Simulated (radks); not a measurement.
**Ionisation energy and size from I to Gd**

One table from this session's results is given with a row withheld; the runs are named, their logs left out.

Method: scalar-relativistic Kohn-Sham, BLYP, spin-polarised, spherical densities, finite nucleus; open shells are filled with parallel spins first. Code: radks (a radial shooting solver on a logarithmic mesh, Libxc functionals) version 1.

2 further runs of the same task are left out: 1 that didn't finish, 1 set aside as unsound or not needed.

### Starting point

- species: I, Xe, Cs, Ba, La, Ce, Pr, Nd, Pm, Sm, Eu, Gd
- runs: 24, each species and its next ion

The first run:

The run's settings:

```text
Z 53
configuration [Kr] 4d10 5s2 5p5
relativity scalar-relativistic
functional b88,lyp
spin polarised
nucleus finite rms 4.75 fm
c 137.035999084
```

Steps of the session up to this table: I, [Kr] 4d10 5s2 5p5.

One of the session's tables, all rows but one given; the rest of the session is left out.

It belongs to the step «I, [Kr] 4d10 5s2 5p5». From the orbitals of this run (lengths in bohr):

```
  level     <r>  outermost maximum (interpolated)  90 % within  nodes
  4p up  0.7921                             0.715         1.16      2
4p down  0.7920                             0.715         1.16      2
  4d up  0.9226                             0.778         1.41      1
4d down  0.9213                             0.778         1.41      1
  5s up   1.961                              1.70         2.87      4
5s down   1.961                              1.70         2.88      4
  5p up       ?                                 ?            ?      ?
5p down   2.500                              2.02         3.81      3
```

**Question.** Estimate the row for 5p up.

The run gave: <r>: 2.472; outermost maximum (interpolated): 2.02; 90 % within: 3.74; nodes: 3. In the column «<r>» it lies between 5s down (1.961) and 5p down (2.500).

Limits of these values: For La, Ce, Pr, Nd, Pm, Gd the highest level isn't the widest one, so −ε(HOMO) and <r> belong to different orbitals, and Δ-SCF follows the ion's typed configuration. Open shells are spherical and high-spin; term and fine-structure splittings are not resolved.
